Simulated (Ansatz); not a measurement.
# Ge2P: the cost of one run

Computed with Ansatz 0.2.0, Gaussian basis. Level: cc-pVDZ, core rule «outside noble gas», up to 33 orbitals frozen.

The runs, in order: UHF; CCSD(T) on ROHF; CCSD(T) on UHF; BCCD(T) on ROHF; CISD as a restricted active space (open shells left free, so some higher excitations enter); CCSDT(Q) on ROHF; CCSDT(Q) on UHF.

23 further runs of the same task are left out: 4 for a known fault of the program, 12 that didn't finish, 7 set aside as unsound or not needed. Runs told in other sessions of the task aren't counted.

## 1. The geometry

The geometry is a PBE0/def2-TZVP stationary point (not a proven minimum) with its atoms shifted at random (size 0.040 Å). No spin-orbit coupling is included. The filled d shell of Ge may be among the frozen orbitals whatever the setting's name suggests.

3 atoms, charge 0, spin multiplicity 2.

Atoms are counted from 1 here; the program's logs count them from 0.

Bond lengths: Ge1–P2 2.175 Å, P2–Ge3 2.181 Å. Angles: Ge1–P2–Ge3 120.3°.

## 2. UHF

in.yaml reads:

```yaml
crystal:
  periodic: [false, false, false]
  atoms:
    - {symbol: Ge, position_ang: [-0.019278, -0.212020, 1.885920]}
    - {symbol: P, position_ang: [-0.020111, 0.893226, 0.012966]}
    - {symbol: Ge, position_ang: [0.027853, -0.168853, -1.891448]}
basis:
  gaussian: {orbitals: cc-pVDZ}
magnetization: {spin_polarized: true, initial_magnetization: 1}
hamiltonian: {xc: hf}
output: {orbitals: {seedname: orbitals}}
```

The run is started by

```
$ ansatz run in.yaml --threads 1 --pin off --events-out ev --progress --plain --max-ram 2393MiB
```

**Question.** How long does this run take on 1 thread of Intel Xeon at 2.80GHz, shared host, and how much memory does it need?

About 22 s, with a peak of 0.26 GiB.
